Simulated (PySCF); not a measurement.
# C4H12Si (TMS): the cost of one run

Programs: PySCF 2.14.0, with density-fitted response routines of our own. Each step states its level of theory. These are calculated values for one molecule in the gas phase, unless marked as measured. Atoms are numbered from 0 throughout.

## 1. The molecule as given

17 atoms, charge 0, multiplicity 1; geometry from: GFN2-xTB.

Bonds of the start (Å): C0–Si1 1.91, Si1–C2 1.91, Si1–C3 1.91, Si1–C4 1.91, C0–H5 1.09, C0–H6 1.09, C0–H7 1.09, C2–H8 1.09, C2–H9 1.09, C2–H10 1.09, C3–H11 1.09, C3–H12 1.09, C3–H13 1.09, C4–H14 1.09, C4–H15 1.09, C4–H16 1.09.

## 2. NMR shieldings: wB97X-D/aug-pcSseg-1

What the job is given:

```
{"job": {"kind": "nmr", "xc": "wB97X-D", "basis": "aug-pcSseg-1", "pop": false}, "charge": 0, "multiplicity": 1}
C     -0.406572    -1.213421    -1.419378
Si    -0.001168    -0.000673    -0.001754
C      0.008130     1.785545    -0.675355
C     -1.319794    -0.154927     1.370252
C      1.716091    -0.415535     0.721562
H     -1.379676    -1.003559    -1.853159
H     -0.418731    -2.241638    -1.070248
H      0.327027    -1.147965    -2.217335
H      0.242457     2.501867     0.106393
H     -0.958122     2.057909    -1.089187
H      0.746490     1.907664    -1.462097
H     -2.312057     0.075313     0.994143
H     -1.350945    -1.160472     1.779082
H     -1.116988     0.525824     2.191677
H      1.746276    -1.426357     1.117085
H      2.493128    -0.336762    -0.032799
H      1.977455     0.259220     1.531210
```

Method: GIAO wB97X-D/aug-pcSseg-1 NMR shielding, non-relativistic, gas phase.

Run with:

```
$ OMP_NUM_THREADS=1 python probes_run.py task.json out
```

This one command runs all jobs of the session in turn.

Q: Estimate the wall time and peak memory of this first job on 1 thread of Intel Xeon at 2.30GHz, shared host.

About 38 s, with a peak of 1.4 GiB.
